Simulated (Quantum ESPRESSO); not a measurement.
Crystal: GaP.

```xyz
2
Lattice="0.0000 2.7252 2.7252 2.6980 0.0000 2.7252 2.6980 2.7252 0.0000" Properties=species:S:1:pos:R:3 pbc="T T T"
Ga    0.0000    0.0000    0.0000
P     1.3490    1.3626    1.3626
```

The cell was built by a generator and needn't be a form met in nature.

Base run:

- Program: Quantum ESPRESSO 7.5
- Functional: LDA
- Potentials or basis: PseudoDojo 0.4.1 SR LDA standard
- Cutoff: 1088 eV
- Density cutoff: 4354 eV
- k mesh: 8 × 8 × 8, shifted
- Occupations: fermi-dirac, width 0.02 eV
- Spin: no spin polarisation

Its results: pressure -2.1 GPa; electronic dielectric tensor (diagonal) 10.83, 10.93, 10.93.

Task: The run is repeated on the same cell with these changes: functional from LDA to PBE; potentials or basis from PseudoDojo 0.4.1 SR LDA standard to PseudoDojo 0.4.1 SR PBE standard. What comes out?

Result: Pressure 3.5 GPa; electronic dielectric tensor (diagonal) 10.31, 10.41, 10.41.

Caveats: the cell is more than 3 GPa from zero pressure, which shifts response properties (some runs).

Not every run made on this cell is shown here.
